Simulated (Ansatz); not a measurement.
# GeH6NSi radical: small, medium and large basis sets

An exercise on one series of results from a longer session: the logs are not shown, and one member is left open.

Program: Ansatz 0.2.0, Gaussian basis. Level of theory: one geometry, several basis sets. These are calculated values, not measurements.

The runs, in order: PBE0-D4/def2-SVP; ωB97M-V/def2-SVP; PBE0-D4/def2-QZVPP; ωB97M-V/def2-QZVPP; the functionals' def2-TZVPP values are taken from earlier runs.

## The geometry

All runs share one geometry, relaxed beforehand with PBE0-D4 in a triple-zeta def2 set.

SMILES `[SiH3][N][GeH3]`, 9 atoms, charge 0, spin multiplicity 2.

Atoms are counted from 1 here; the program's logs count them from 0.

Bond lengths: Si1–N2 1.731 Å, Si1–H4 1.492 Å, Si1–H5 1.486 Å, Si1–H6 1.491 Å, N2–Ge3 1.846 Å, Ge3–H7 1.538 Å, Ge3–H8 1.543 Å, Ge3–H9 1.536 Å. Angles: N2–Si1–H4 115.3°, N2–Si1–H5 109.2°, N2–Si1–H6 105.4°, H4–Si1–H5 108.9°, H4–Si1–H6 108.5°, H5–Si1–H6 109.5°, Si1–N2–Ge3 127.0°, N2–Ge3–H7 105.4°, N2–Ge3–H8 113.4°, N2–Ge3–H9 107.0°, H7–Ge3–H8 110.0°, H7–Ge3–H9 110.4°, H8–Ge3–H9 110.4°.

Geometry (Å):

```xyz
9
GeH6NSi
Si   -0.6802    1.0669   -0.9553
N     0.5303    0.6215    0.1995
Ge    0.7683   -1.0364    0.9762
H    -1.3183   -0.0704   -1.6810
H    -0.0869    1.9984   -1.9494
H    -1.7312    1.7788   -0.1724
H     2.0998   -1.5634    0.4161
H    -0.3683   -2.0297    0.6579
H     0.8750   -0.8119    2.4914
```

The first run:

File in.yaml:

```yaml
crystal:
  periodic: [false, false, false]
  atoms:
    - {symbol: Si, position_ang: [-0.680208, 1.066915, -0.955276]}
    - {symbol: N, position_ang: [0.530320, 0.621469, 0.199470]}
    - {symbol: Ge, position_ang: [0.768251, -1.036351, 0.976156]}
    - {symbol: H, position_ang: [-1.318309, -0.070398, -1.681049]}
    - {symbol: H, position_ang: [-0.086888, 1.998435, -1.949356]}
    - {symbol: H, position_ang: [-1.731158, 1.778781, -0.172441]}
    - {symbol: H, position_ang: [2.099761, -1.563421, 0.416098]}
    - {symbol: H, position_ang: [-0.368312, -2.029681, 0.657866]}
    - {symbol: H, position_ang: [0.875042, -0.811948, 2.491430]}
basis:
  gaussian: {orbitals: def2-SVP}
magnetization: {spin_polarized: true, initial_magnetization: 1}
hamiltonian: {xc: pbe0, dispersion: d4}
output: {orbitals: {seedname: orbitals}}
```

Steps of the session up to this table: PBE0-D4 in def2-SVP; ωB97M-V in def2-SVP; PBE0-D4 in def2-QZVPP; ωB97M-V in def2-QZVPP.

One of the session's tables, all rows but one given; the rest of the session is left out.

It belongs to the step «Density functionals: the series». 

```
functional       basis  HOMO (eV)  LUMO (eV)
   PBE0-D4    def2-SVP      -7.41      -3.53
   PBE0-D4  def2-TZVPP      -7.56      -3.65
   PBE0-D4  def2-QZVPP      -7.58      -3.67
   ωB97M-V    def2-SVP          ?          ?
   ωB97M-V  def2-TZVPP      -9.84      -1.65
   ωB97M-V  def2-QZVPP      -9.85      -1.67
```

Q: Estimate the row for ωB97M-V, def2-SVP from the others.

The run gave: HOMO (eV): -9.65; LUMO (eV): -1.44. In the column «HOMO (eV)» it lies between ωB97M-V, def2-TZVPP (-9.84) and PBE0-D4, def2-QZVPP (-7.58).
